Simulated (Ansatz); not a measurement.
**CHBF₂O: one molecule under many settings**

Aim: run CHBF₂O under a spread of inputs, and see what each costs and gives.

Computed with Ansatz 0.2.0, Gaussian basis. Level: the settings change from run to run.

## Step 1: The relaxed structure

An earlier PBE0-D4 in a triple-zeta def2 set relaxation fixed the geometry.

SMILES `O=CB(F)F`, 6 atoms, charge 0, spin multiplicity 1.

Atoms are counted from 1 here; the program's logs count them from 0.

Bond lengths: O1–C2 1.205 Å, C2–B3 1.607 Å, C2–H6 1.113 Å, B3–F4 1.307 Å, B3–F5 1.314 Å. Angles: O1–C2–B3 121.7°, O1–C2–H6 120.2°, B3–C2–H6 118.2°, C2–B3–F4 121.2°, C2–B3–F5 119.8°, F4–B3–F5 119.1°.

## Step 2: revPBE/def2-TZVPP

Options: charge -1, multiplicity 2, density fitting with cc-pVTZ-jkfit, a point charge of 0.50 e beside it, D3(BJ) with three-body dispersion.

Contents of in.yaml:

```yaml
crystal:
  periodic: [false, false, false]
  atoms:
    - {symbol: O, position_ang: [-0.202463, -0.978985, 1.477662]}
    - {symbol: C, position_ang: [-0.006322, 0.013417, 0.823613]}
    - {symbol: B, position_ang: [0.020507, -0.026357, -0.782401]}
    - {symbol: F, position_ang: [-0.174752, -1.141813, -1.434295]}
    - {symbol: F, position_ang: [0.242339, 1.078745, -1.458659]}
    - {symbol: H, position_ang: [0.162792, 0.990993, 1.327781]}
basis:
  gaussian: {orbitals: def2-TZVPP, fitting: {mean_field: cc-pVTZ-jkfit}, point_charges: [{charge: 0.50, position_ang: [2.792, 0.411, 0.748]}]}
total_charge: -1
magnetization: {spin_polarized: true, initial_magnetization: 1}
hamiltonian: {xc: {name: revPBE}, dispersion: d3bjatm}
output: {forces: true}
```

Launch:

```sh
ansatz run in.yaml --threads 2 --pin off --events-out ev --progress --plain --max-ram 4352MiB
```

The program printed:

```text
Functional definition: revPBE
  name "revPBE"
  cite "Zhang & Yang, Phys. Rev. Lett. 80, 890 (1998) doi:10.1103/PhysRevLett.80.890"
  cite "Perdew, Burke & Ernzerhof, Phys. Rev. Lett. 77, 3865 (1996) doi:10.1103/PhysRevLett.77.3865"
  parameter kappa = 1.245
  parameter beta = 0.06672455060314922
  exchange = pbe_x(kappa = kappa, mu = beta*pi^2/3)
  correlation = pbe_c(beta = beta)
425 factors; integrals over basis functions are off by at most 8.3e-1 eV
mean field evaluation 1: about -9211.1231 eV, gradient 3.3e1 eV
mean field evaluation 2: about -9134.8298 eV, gradient 1.1e2 eV
mean field evaluation 4: about -9216.1147 eV, gradient 8.5e0 eV
mean field evaluation 8: about -9216.3725 eV, gradient 1.9e-1 eV
mean field evaluation 16: about -9216.3744 eV, gradient 2.0e-4 eV
mean field -9216.37442443 eV, -338.6955130150 hartree, gradient 3.3e-5 eV, S^2 0.752532; 0 other end points of the search recorded, 0 dependent functions left out
the calculation of the forces begins
reference -9216.37447346 eV, -338.6955148167 hartree; 20, 19 occupied and 149, 150 virtual orbitals, 425 factors
Total energy: -9216.58450710 eV, -338.7032334104 hartree
Atom 0 at    -0.202463    -0.978985     1.477662 Å, force    -0.812278    -4.027106     3.240726 eV/Å
Atom 1 at    -0.006322     0.013417     0.823613 Å, force     1.117585     2.687068    -4.254784 eV/Å
Atom 2 at     0.020507    -0.026357    -0.782401 Å, force     0.730288     0.451856     4.443895 eV/Å
Atom 3 at    -0.174752    -1.141813    -1.434295 Å, force    -0.502912    -2.067714    -1.605424 eV/Å
Atom 4 at     0.242339     1.078745    -1.458659 Å, force     0.274297     2.262503    -1.904697 eV/Å
Atom 5 at     0.162792     0.990993     1.327781 Å, force     0.033882     0.876362     0.235422 eV/Å
Dipole moment:    -0.363412     0.157424    -0.671713 e Å
```

Wall time 1.2 s (2 threads of AMD EPYC 9R45, shared host).

Largest force 5.233 eV/Å, ⟨S²⟩ 0.753.

## Step 3: CCSD/def2-TZVP

This run has the search for lower states set to light.

Contents of in.yaml:

```yaml
crystal:
  periodic: [false, false, false]
  atoms:
    - {symbol: O, position_ang: [-0.202463, -0.978985, 1.477662]}
    - {symbol: C, position_ang: [-0.006322, 0.013417, 0.823613]}
    - {symbol: B, position_ang: [0.020507, -0.026357, -0.782401]}
    - {symbol: F, position_ang: [-0.174752, -1.141813, -1.434295]}
    - {symbol: F, position_ang: [0.242339, 1.078745, -1.458659]}
    - {symbol: H, position_ang: [0.162792, 0.990993, 1.327781]}
basis:
  gaussian: {orbitals: def2-TZVP}
hamiltonian: {xc: {name: HF}}
correlation: {method: ccsd}
scf: {lower_state_search: light}
```

Launched as before.

The program printed, shortened:

```text
Functional definition: HF
  name "HF"
  cite "Fock, Z. Phys. 61, 126 (1930) doi:10.1007/BF01340294"
  parent pbe
[...]
1074 factors; integrals over basis functions are off by at most 1.2e-3 eV
[...]
mean field -9173.71483924 eV, -337.1278021749 hartree, gradient 3.1e-6 eV, S^2 0.000000; 0 other end points of the search recorded, 0 dependent functions left out; unrestricted orbitals would lower it
5 core orbitals not correlated: weight in the atoms' cores, before any rotation towards them, 1.000 or more for the frozen orbitals, at most 0.000 for the correlated occupied ones
reference -9173.71483924 eV, -337.1278021749 hartree; 14, 14 occupied and 142, 142 virtual orbitals, 1074 factors
second order -26.16360545 eV of doubles, -0.00000000 eV of singles
cycle   1  -25.70125500 eV  change    4.6e-1 eV  update   1.2e-1
[...]
cycle   9  -26.42496630 eV  change   -1.5e-5 eV  update   2.4e-5
Total energy: -9200.13980554 eV, -338.0989017748 hartree
```

Wall time 7 s (2 threads of AMD EPYC 9R45, shared host); peak memory 1.4 GiB.

T1 0.014.

## Step 4: PBE-QIDH/def2-mTZVPP

Options: charge +1, multiplicity 2, density fitting with def2-universal-jkfit.

in.yaml: that of step 3 with these lines changed.

```diff
@@ -10,5 +10,5 @@
 basis:
-  gaussian: {orbitals: def2-TZVP}
-hamiltonian: {xc: {name: HF}}
-correlation: {method: ccsd}
-scf: {lower_state_search: light}
+  gaussian: {orbitals: def2-mTZVPP, fitting: {mean_field: def2-universal-jkfit}}
+total_charge: 1
+magnetization: {spin_polarized: true, initial_magnetization: 1}
+hamiltonian: {xc: {name: PBE-QIDH}}
```

Launched as before.

The program printed, shortened:

```text
Functional definition: PBE-QIDH
  name "PBE-QIDH"
  cite "Brémond, Sancho-García, Pérez-Jiménez & Adamo, J. Chem. Phys. 141, 031101 (2014) doi:10.1063/1.4890314"
  cite "Perdew, Burke & Ernzerhof, Phys. Rev. Lett. 77, 3865 (1996) doi:10.1103/PhysRevLett.77.3865"
[...]
399 factors; integrals over basis functions are off by at most 1.6e0 eV
[...]
mean field -9185.57174054 eV, -337.5635352607 hartree, gradient 3.7e-6 eV, S^2 0.775935; 0 other end points of the search recorded, 0 dependent functions left out
5 core orbitals not correlated: weight in the atoms' cores, before any rotation towards them, 1.000 or more for the frozen orbitals, at most 0.000 for the correlated occupied ones
reference -9185.57174810 eV, -337.5635355386 hartree; 14, 13 occupied and 96, 97 virtual orbitals, 399 factors
second order -24.16913551 eV of doubles, -0.00000000 eV of singles
Total energy: -9193.62812660 eV, -337.8596019877 hartree
```

It took 1.1 s on 2 threads of AMD EPYC 9R45, shared host.

⟨S²⟩ 0.776.

## Step 5: r2SCANh/def2-SVP

Options: charge +1, multiplicity 2.

in.yaml: that of step 4 with these lines changed.

```diff
@@ -10,5 +10,6 @@
 basis:
-  gaussian: {orbitals: def2-mTZVPP, fitting: {mean_field: def2-universal-jkfit}}
+  gaussian: {orbitals: def2-SVP}
 total_charge: 1
 magnetization: {spin_polarized: true, initial_magnetization: 1}
-hamiltonian: {xc: {name: PBE-QIDH}}
+hamiltonian: {xc: {name: r2SCANh}}
+output: {forces: true}
```

Launched as before.

The program printed, shortened:

```text
Functional definition: r2SCANh
  name "r2SCANh"
  cite "Bursch, Neugebauer, Ehlert & Grimme, J. Chem. Phys. 156, 134105 (2022) doi:10.1063/5.0086040"
  cite "Furness, Kaplan, Ning, Perdew & Sun, J. Phys. Chem. Lett. 11, 8208 (2020) doi:10.1021/acs.jpclett.0c02405"
  cite "Furness, Kaplan, Ning, Perdew & Sun, J. Phys. Chem. Lett. 11, 9248 (2020) doi:10.1021/acs.jpclett.0c03077"
  parent r2scan
[...]
721 factors; integrals over basis functions are off by at most 1.5e-3 eV
[...]
mean field -9190.29068637 eV, -337.7369533213 hartree, gradient 6.4e-5 eV, S^2 0.761835; 0 other end points of the search recorded, 0 dependent functions left out
[...]
reference -9190.29069338 eV, -337.7369535789 hartree; 19, 18 occupied and 56, 57 virtual orbitals, 721 factors
Total energy: -9190.29069338 eV, -337.7369535789 hartree
Atom 0 at    -0.202463    -0.978985     1.477662 Å, force     0.298611     1.515278    -0.951860 eV/Å
Atom 1 at    -0.006322     0.013417     0.823613 Å, force    -0.364634    -1.743928     2.108959 eV/Å
Atom 2 at     0.020507    -0.026357    -0.782401 Å, force     0.088513    -0.037571    -4.430188 eV/Å
Atom 3 at    -0.174752    -1.141813    -1.434295 Å, force     0.093333     0.654755     1.353962 eV/Å
Atom 4 at     0.242339     1.078745    -1.458659 Å, force    -0.181416    -0.787292     1.573679 eV/Å
Atom 5 at     0.162792     0.990993     1.327781 Å, force     0.065593     0.398759     0.345448 eV/Å
Dipole moment:     0.041225     0.336812     0.967366 e Å
```

Run time: 1.4 s. Hardware: 2 threads of AMD EPYC 9R45, shared host.

Largest force 4.431 eV/Å, ⟨S²⟩ 0.762.

## Step 6: wB97M-V/def2-TZVP

This run has atoms shaken by 0.03 Å, the search for lower states set to light.

Contents of in.yaml:

```yaml
crystal:
  periodic: [false, false, false]
  atoms:
    - {symbol: O, position_ang: [-0.243011, -1.005688, 1.439027]}
    - {symbol: C, position_ang: [0.005493, 0.027902, 0.813289]}
    - {symbol: B, position_ang: [0.012864, -0.085816, -0.741278]}
    - {symbol: F, position_ang: [-0.146901, -1.116871, -1.416316]}
    - {symbol: F, position_ang: [0.248999, 1.072174, -1.464719]}
    - {symbol: H, position_ang: [0.174003, 1.001796, 1.304310]}
basis:
  gaussian: {orbitals: def2-TZVP}
hamiltonian: {xc: {name: wB97M-V}}
scf: {lower_state_search: light}
output: {forces: true}
```

The command is unchanged.

The program printed, shortened:

```text
Functional definition: wB97M-V
  name "wB97M-V"
  cite "Mardirossian & Head-Gordon, J. Chem. Phys. 144, 214110 (2016) doi:10.1063/1.4952647"
  cite "Becke, J. Chem. Phys. 107, 8554 (1997) doi:10.1063/1.475007"
  cite "Vydrov & Van Voorhis, J. Chem. Phys. 133, 244103 (2010) doi:10.1063/1.3521275"
  # Of w^i u^j: cxij and so on, Table III.
[...]
  gx(w, u) = 1 - cx + cx01*u + cx10*w
  gss(w, u) = css00 + css04*u^4 + css10*w + css20*w^2 + css43*w^4*u^3
  gos(w, u) = cos00 + cos10*w + (cos20 + cos21*u)*w^2 + (cos60 + cos61*u)*w^6
[...]
      + integral(e_c_pw_mod_opposite_spin*gos(b97_w_opposite, b97_u_opposite)) + vv10(b, c)
856 factors; their error is unknown
187 factors; integrals over basis functions are off by at most 1.2e-5 eV
[...]
mean field -9214.10956947 eV, -338.6122811302 hartree, gradient 8.1e-5 eV, S^2 0.000000; 0 other end points of the search recorded, 0 dependent functions left out
[...]
reference -9214.10961226 eV, -338.6122827026 hartree; 19, 19 occupied and 142, 142 virtual orbitals, 856 factors
Total energy: -9214.10961226 eV, -338.6122827026 hartree
Atom 0 at    -0.243011    -1.005688     1.439027 Å, force     0.449587     1.696596    -0.416171 eV/Å
Atom 1 at     0.005493     0.027902     0.813289 Å, force    -0.673477    -1.908629     1.199903 eV/Å
Atom 2 at     0.012864    -0.085816    -0.741278 Å, force     1.079381     4.860871    -0.543278 eV/Å
Atom 3 at    -0.146901    -1.116871    -1.416316 Å, force    -0.569860    -3.212670    -1.530678 eV/Å
Atom 4 at     0.248999     1.072174    -1.464719 Å, force    -0.323742    -1.304767     1.066622 eV/Å
Atom 5 at     0.174003     1.001796     1.304310 Å, force     0.038111    -0.131400     0.223603 eV/Å
Dipole moment:     0.053019     0.254071    -0.001090 e Å
```

It took 2.8 s on 2 threads of AMD EPYC 9R45, shared host.

Largest force 5.009 eV/Å, dipole 1.25 D.

## Step 7: B3LYP/def2-TZVP

Set apart from the defaults: unrestricted orbitals, D3(BJ) with three-body dispersion.

Contents of in.yaml:

```yaml
crystal:
  periodic: [false, false, false]
  atoms:
    - {symbol: O, position_ang: [-0.202463, -0.978985, 1.477662]}
    - {symbol: C, position_ang: [-0.006322, 0.013417, 0.823613]}
    - {symbol: B, position_ang: [0.020507, -0.026357, -0.782401]}
    - {symbol: F, position_ang: [-0.174752, -1.141813, -1.434295]}
    - {symbol: F, position_ang: [0.242339, 1.078745, -1.458659]}
    - {symbol: H, position_ang: [0.162792, 0.990993, 1.327781]}
basis:
  gaussian: {orbitals: def2-TZVP}
magnetization: {spin_polarized: true, initial_magnetization: 0}
hamiltonian: {xc: {name: B3LYP}, dispersion: d3bjatm}
output: {forces: true}
```

The command is unchanged.

The program printed, shortened:

```text
Functional definition: B3LYP
  name "B3LYP"
  cite "Stephens, Devlin, Chabalowski & Frisch, J. Phys. Chem. 98, 11623 (1994) doi:10.1021/j100096a001"
  cite "Becke, Phys. Rev. A 38, 3098 (1988) doi:10.1103/PhysRevA.38.3098"
  cite "Lee, Yang & Parr, Phys. Rev. B 37, 785 (1988) doi:10.1103/PhysRevB.37.785"
  cite "Vosko, Wilk & Nusair, Can. J. Phys. 58, 1200 (1980) doi:10.1139/p80-159"
[...]
856 factors; their error is unknown
[...]
mean field -9216.89711571 eV, -338.7147215651 hartree, gradient 4.5e-5 eV, S^2 0.000000; 0 other end points of the search recorded, 0 dependent functions left out
[...]
reference -9216.89733965 eV, -338.7147297949 hartree; 19, 19 occupied and 142, 142 virtual orbitals, 856 factors
Total energy: -9217.03595914 eV, -338.7198239670 hartree
Atom 0 at    -0.202463    -0.978985     1.477662 Å, force    -0.051410    -0.256516     0.191386 eV/Å
Atom 1 at    -0.006322     0.013417     0.823613 Å, force     0.050142     0.255869    -0.146153 eV/Å
Atom 2 at     0.020507    -0.026357    -0.782401 Å, force    -0.001671     0.012685     0.188111 eV/Å
Atom 3 at    -0.174752    -1.141813    -1.434295 Å, force    -0.033846    -0.193884    -0.109991 eV/Å
Atom 4 at     0.242339     1.078745    -1.458659 Å, force     0.038664     0.194529    -0.111688 eV/Å
Atom 5 at     0.162792     0.990993     1.327781 Å, force    -0.001880    -0.012682    -0.011664 eV/Å
Dipole moment:     0.066220     0.353567    -0.064650 e Å
```

It took 1.6 s on 2 threads of AMD EPYC 9R45, shared host.

Largest force 0.324 eV/Å, dipole 1.76 D, ⟨S²⟩ 0.000.

## Step 8: revPBE0/def2-TZVP

Options: charge -1, multiplicity 2, density fitting with cc-pVTZ-jkfit, finite nuclei, D3(BJ) with three-body dispersion.

in.yaml: that of step 7 with these lines changed.

```diff
@@ -10,5 +10,6 @@
 basis:
-  gaussian: {orbitals: def2-TZVP}
-magnetization: {spin_polarized: true, initial_magnetization: 0}
-hamiltonian: {xc: {name: B3LYP}, dispersion: d3bjatm}
+  gaussian: {orbitals: def2-TZVP, fitting: {mean_field: cc-pVTZ-jkfit}, nuclear_model: gaussian}
+total_charge: -1
+magnetization: {spin_polarized: true, initial_magnetization: 1}
+hamiltonian: {xc: {name: revPBE0}, dispersion: d3bjatm}
 output: {forces: true}
```

The command is unchanged.

The program printed, shortened:

```text
Functional definition: revPBE0
  name "revPBE0"
  cite "Zhang & Yang, Phys. Rev. Lett. 80, 890 (1998) doi:10.1103/PhysRevLett.80.890"
  cite "Adamo & Barone, J. Chem. Phys. 110, 6158 (1999) doi:10.1063/1.478522"
  cite "Perdew, Burke & Ernzerhof, Phys. Rev. Lett. 77, 3865 (1996) doi:10.1103/PhysRevLett.77.3865"
[...]
425 factors; integrals over basis functions are off by at most 8.3e-1 eV
[...]
mean field -9212.49281930 eV, -338.5528666573 hartree, gradient 1.8e-5 eV, S^2 0.754945; 0 other end points of the search recorded, 0 dependent functions left out
[...]
reference -9212.49285613 eV, -338.5528680108 hartree; 20, 19 occupied and 141, 142 virtual orbitals, 425 factors
Total energy: -9212.67304015 eV, -338.5594896513 hartree
Atom 0 at    -0.202463    -0.978985     1.477662 Å, force    -0.774380    -3.831148     3.164609 eV/Å
Atom 1 at    -0.006322     0.013417     0.823613 Å, force     0.595232     2.667701    -4.858527 eV/Å
Atom 2 at     0.020507    -0.026357    -0.782401 Å, force     0.006178     0.645988     5.209649 eV/Å
Atom 3 at    -0.174752    -1.141813    -1.434295 Å, force    -0.314987    -1.885747    -1.683066 eV/Å
Atom 4 at     0.242339     1.078745    -1.458659 Å, force     0.395493     1.898811    -1.933523 eV/Å
Atom 5 at     0.162792     0.990993     1.327781 Å, force     0.092464     0.504395     0.100859 eV/Å
Dipole moment:     0.056836     0.233468    -0.646877 e Å
```

It took 1.4 s on 2 threads of AMD EPYC 9R45, shared host.

Largest force 5.575 eV/Å, ⟨S²⟩ 0.755.

## Step 9: r2SCANh/def2-mTZVP

Set apart from the defaults: relativity set to scalar.

in.yaml: that of step 8 with these lines changed.

```diff
@@ -10,6 +10,3 @@
 basis:
-  gaussian: {orbitals: def2-TZVP, fitting: {mean_field: cc-pVTZ-jkfit}, nuclear_model: gaussian}
-total_charge: -1
-magnetization: {spin_polarized: true, initial_magnetization: 1}
-hamiltonian: {xc: {name: revPBE0}, dispersion: d3bjatm}
-output: {forces: true}
+  gaussian: {orbitals: def2-mTZVP}
+hamiltonian: {xc: {name: r2SCANh}, pseudopotentials: {relativity: scalar}}
```

Launched as before.

The program printed, shortened:

```text
Functional definition: r2SCANh
  name "r2SCANh"
  cite "Bursch, Neugebauer, Ehlert & Grimme, J. Chem. Phys. 156, 134105 (2022) doi:10.1063/5.0086040"
  cite "Furness, Kaplan, Ning, Perdew & Sun, J. Phys. Chem. Lett. 11, 8208 (2020) doi:10.1021/acs.jpclett.0c02405"
  cite "Furness, Kaplan, Ning, Perdew & Sun, J. Phys. Chem. Lett. 11, 9248 (2020) doi:10.1021/acs.jpclett.0c03077"
  parent r2scan
[...]
840 factors; their error is unknown
[...]
mean field -9217.95510983 eV, -338.7536021318 hartree, gradient 2.2e-5 eV, S^2 0.000000; 0 other end points of the search recorded, 0 dependent functions left out
reference -9217.95511852 eV, -338.7536024513 hartree; 19, 19 occupied and 84, 84 virtual orbitals, 840 factors
Total energy: -9217.95511852 eV, -338.7536024513 hartree
Relativity: scalar
```

Run time: 0.85 s. Hardware: 2 threads of AMD EPYC 9R45, shared host.

## Step 10: PBEsol/cc-pVTZ

Options: atoms shaken by 0.08 Å, D3(BJ) with three-body dispersion, high accuracy, the search for lower states set to light.

Contents of in.yaml:

```yaml
crystal:
  periodic: [false, false, false]
  atoms:
    - {symbol: O, position_ang: [-0.203258, -1.081320, 1.445342]}
    - {symbol: C, position_ang: [0.072801, 0.077889, 0.877382]}
    - {symbol: B, position_ang: [0.042542, 0.073986, -0.724566]}
    - {symbol: F, position_ang: [-0.173021, -0.996410, -1.544711]}
    - {symbol: F, position_ang: [0.133500, 0.984195, -1.496441]}
    - {symbol: H, position_ang: [0.189114, 0.989230, 1.203341]}
basis:
  gaussian: {orbitals: cc-pVTZ}
hamiltonian: {xc: {name: PBEsol}, dispersion: d3bjatm}
accuracy: high
scf: {lower_state_search: light}
output: {forces: true}
```

Launched as before.

The program printed, shortened:

```text
Functional definition: PBEsol
  name "PBEsol"
  cite "Perdew et al., Phys. Rev. Lett. 100, 136406 (2008) doi:10.1103/PhysRevLett.100.136406"
  cite "Perdew, Burke & Ernzerhof, Phys. Rev. Lett. 77, 3865 (1996) doi:10.1103/PhysRevLett.77.3865"
  parent pbesol
[...]
2810 factors; integrals over basis functions are off by at most 4.1e-9 eV
[...]
mean field -9174.44959000 eV, -337.1548037672 hartree, gradient 3.4e-8 eV, S^2 0.000000; 0 other end points of the search recorded, 0 dependent functions left out
[...]
reference -9174.44959328 eV, -337.1548038879 hartree; 19, 19 occupied and 145, 145 virtual orbitals, 2810 factors
Total energy: -9174.47725138 eV, -337.1558203041 hartree
Atom 0 at    -0.203258    -1.081320     1.445342 Å, force     1.354905     5.403852    -1.474768 eV/Å
Atom 1 at     0.072801     0.077889     0.877382 Å, force    -2.219773   -10.379273    -2.234675 eV/Å
Atom 2 at     0.042542     0.073986    -0.724566 Å, force    -0.920622    -7.318787     1.958902 eV/Å
Atom 3 at    -0.173021    -0.996410    -1.544711 Å, force    -0.068312    -1.386135     1.804011 eV/Å
Atom 4 at     0.133500     0.984195    -1.496441 Å, force     1.076325     8.473243    -3.776695 eV/Å
Atom 5 at     0.189114     0.989230     1.203341 Å, force     0.777478     5.207100     3.723225 eV/Å
Dipole moment:     0.128179     0.564233     0.083974 e Å
```

Run time: 4.1 s. Hardware: 2 threads of AMD EPYC 9R45, shared host; peak memory 0.57 GiB.

Largest force 10.847 eV/Å, dipole 2.81 D.

## Step 11: The runs in one table

```
               level  charge  multiplicity               geometry  functions  energy (eV)    time
   revPBE/def2-TZVPP      -1             2  relaxed, point charge        169    -9216.585   1.2 s
      CCSD/def2-TZVP       0             1                relaxed        161    -9200.140     7 s
PBE-QIDH/def2-mTZVPP       1             2                relaxed        115    -9193.628   1.1 s
    r2SCANh/def2-SVP       1             2                relaxed         75    -9190.291   1.4 s
   wB97M-V/def2-TZVP       0             1                 shaken        161    -9214.110   2.8 s
     B3LYP/def2-TZVP       0             1                relaxed        161    -9217.036   1.6 s
   revPBE0/def2-TZVP      -1             2                relaxed        161    -9212.673   1.4 s
  r2SCANh/def2-mTZVP       0             1                relaxed        103    -9217.955  0.85 s
      PBEsol/cc-pVTZ       0             1                 shaken        164    -9174.477   4.1 s
```

## Step 12: What came out

```
                                         quantity                       value
                                             runs                           9
                                         quickest  r2SCANh/def2-mTZVP, 0.85 s
                                          slowest         CCSD/def2-TZVP, 7 s
spread of total energies, same state and geometry                     17.8 eV
```

What this shows: Run time spans a factor of 8, from r2SCANh/def2-mTZVP to CCSD/def2-TZVP. The jobs differ in tasks and options as well as level. The totals spread over 18 eV; they can't be compared across methods or bases. At the PBE0-D4/def2-TZVP geometry and in the same state, runs without warnings or point charges leave forces up to 0.32 eV/Å (B3LYP/def2-TZVP), against 10.8 eV/Å where the atoms were moved.
